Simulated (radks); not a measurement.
# Ge²⁺ in [Ar] 3d9.5 4s2 4p0.5: an all-electron calculation

One table from this session's results is given with a row withheld; the runs are named, their logs left out.

Method: scalar-relativistic Kohn-Sham, r2SCAN, spin-polarised, spherical densities, finite nucleus; open shells are filled with parallel spins first. Code: radks (a radial shooting solver on a logarithmic mesh, Libxc functionals) version 1.

## The system

| Property | Result |
| --- | --- |
| element | germanium (Z = 32) |
| charge | +2 |
| electrons | 30 |
| configuration | [Ar] 3d9.5 4s2 4p0.5 |
| nuclear rms radius | 4.0742 fm |

The first run:

The run's settings:

```text
Z 32
configuration [Ar] 3d9.5 4s2 4p0.5 5s0 4d0
relativity scalar-relativistic
functional r2scan,r2scan
spin polarised
nucleus finite rms 4.0742 fm
c 137.035999084
```

Among the steps run: Self-consistent calculation.

One table of the session follows, with a row left open; its other results are not shown here.

It belongs to the step «Radial structure». Sizes of the orbitals, from the radial functions (bohr):

```
  level      <r>  outermost maximum (interpolated)  90 % within  nodes
  1s up  0.04701                            0.0307       0.0840      0
1s down  0.04701                            0.0307       0.0840      0
  2s up   0.2098                             0.176        0.324      1
2s down   0.2097                             0.176        0.324      1
  2p up   0.1837                             0.141        0.300      0
2p down   0.1837                             0.141        0.300      0
  3s up   0.6207                             0.541        0.927      2
3s down        ?                                 ?            ?      ?
  3p up   0.6424                             0.542        0.985      1
3p down   0.6430                             0.542        0.986      1
  3d up   0.7130                             0.502         1.20      0
3d down   0.7145                             0.503         1.20      0
  4s up    1.905                              1.65         2.81      3
4s down    1.898                              1.65         2.80      3
  4p up    2.231                              1.91         3.32      2
4p down    2.195                              1.90         3.24      2
  4d up    3.566                              2.83         5.54      1
```

**Question.** Estimate the row for 3s down.

**Answer.** <r>: 0.6212; outermost maximum (interpolated): 0.541; 90 % within: 0.927; nodes: 2. In the column «<r>» it lies between 3s up (0.6207) and 3p up (0.6424).
